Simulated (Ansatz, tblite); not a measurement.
**Si(vinyl)2F2 (C₄H₆F₂Si): removing an electron**

The task here is to estimate one member of a computed series from the others.

The runs use Ansatz 0.2.0, Gaussian basis; as each input shows.

The runs, in order: charge +1 doublet, at the geometry of the singlet (PBE0-D4/def2-TZVP, PBE-D4/def2-TZVP, r2SCANh-D4/def2-TZVP, CCSD(T)/def2-SVP); the starting singlet's energies come from earlier runs.

2 further runs of the same task are left out: 2 set aside as unsound or not needed.

## The geometry

The geometry is that of the singlet, from an earlier relaxation (r2SCAN-D4/def2-SVP).

13 atoms, charge 0, spin multiplicity 1.

Atoms are counted from 1 here; the program's logs count them from 0.

Bond lengths: Si1–C2 1.847 Å, Si1–C7 1.846 Å, Si1–F12 1.624 Å, Si1–F13 1.624 Å, C2–C3 1.343 Å, C2–H4 1.100 Å, C3–H5 1.097 Å, C3–H6 1.097 Å, C7–C8 1.343 Å, C7–H9 1.100 Å, C8–H10 1.097 Å, C8–H11 1.097 Å. Angles: C2–Si1–C7 115.9°, C2–Si1–F12 106.5°, C2–Si1–F13 110.4°, C7–Si1–F12 110.5°, C7–Si1–F13 106.5°, F12–Si1–F13 106.6°, Si1–C2–C3 121.7°, Si1–C2–H4 119.6°, C3–C2–H4 118.7°, C2–C3–H5 121.3°, C2–C3–H6 122.2°, H5–C3–H6 116.5°, Si1–C7–C8 121.7°, Si1–C7–H9 119.6°, C8–C7–H9 118.6°, C7–C8–H10 121.3°, C7–C8–H11 122.2°, H10–C8–H11 116.5°.

Set-up of the first run:

File in.yaml:

```yaml
crystal:
  periodic: [false, false, false]
  atoms:
    - {symbol: Si, position_ang: [-0.461756, -0.208125, -0.371811]}
    - {symbol: C, position_ang: [-0.673808, -0.016623, 1.452743]}
    - {symbol: C, position_ang: [-1.649511, 0.744466, 1.974671]}
    - {symbol: H, position_ang: [0.017634, -0.529798, 2.136638]}
    - {symbol: H, position_ang: [-2.363000, 1.275323, 1.333161]}
    - {symbol: H, position_ang: [-1.780161, 0.866712, 3.056734]}
    - {symbol: C, position_ang: [1.191691, 0.260504, -1.046362]}
    - {symbol: C, position_ang: [1.949887, -0.613344, -1.728404]}
    - {symbol: H, position_ang: [1.577847, 1.276605, -0.880906]}
    - {symbol: H, position_ang: [1.607372, -1.637433, -1.918842]}
    - {symbol: H, position_ang: [2.936191, -0.345461, -2.126372]}
    - {symbol: F, position_ang: [-1.631674, 0.676357, -1.068235]}
    - {symbol: F, position_ang: [-0.720722, -1.749172, -0.813027]}
basis:
  gaussian: {orbitals: def2-TZVP}
total_charge: 1
magnetization: {spin_polarized: true, initial_magnetization: 1}
hamiltonian: {xc: pbe0, dispersion: d4}
scf: {omitted_lower_state_checks: [starts]}
output: {orbitals: {seedname: orbitals}}
```

Run with:

```console
$ ansatz run in.yaml --threads 4 --pin off --events-out ev --progress --plain --max-ram 4787MiB
```

Among the steps run: Charge +1 doublet at the fixed geometry, PBE0-D4/def2-TZVP; Charge +1 doublet at the fixed geometry, PBE-D4/def2-TZVP; Charge +1 doublet at the fixed geometry, r2SCANh-D4/def2-TZVP; Charge +1 doublet at the fixed geometry, CCSD(T)/def2-SVP.

One of the session's tables, all rows but one given; the rest of the session is left out.

It belongs to the step «Vertical ionisation energy». 

```
              method  vertical ionisation energy (eV)
         HF/def2-SVP                             9.32
    PBE-D4/def2-TZVP                             9.90
r2SCANh-D4/def2-TZVP                            10.03
   PBE0-D4/def2-TZVP                            10.16
        MP2/def2-SVP                            10.74
       CCSD/def2-SVP                            10.54
    CCSD(T)/def2-SVP                                ?
```

Q: Estimate the row for CCSD(T)/def2-SVP from the others.

The run gave: vertical ionisation energy (eV): 10.60. In the column «vertical ionisation energy (eV)» it lies between CCSD/def2-SVP (10.54) and MP2/def2-SVP (10.74).

To keep in mind: The closed-shell reference under CCSD(T)/def2-SVP is unstable towards broken spin symmetry, which adds to the doubt on it.
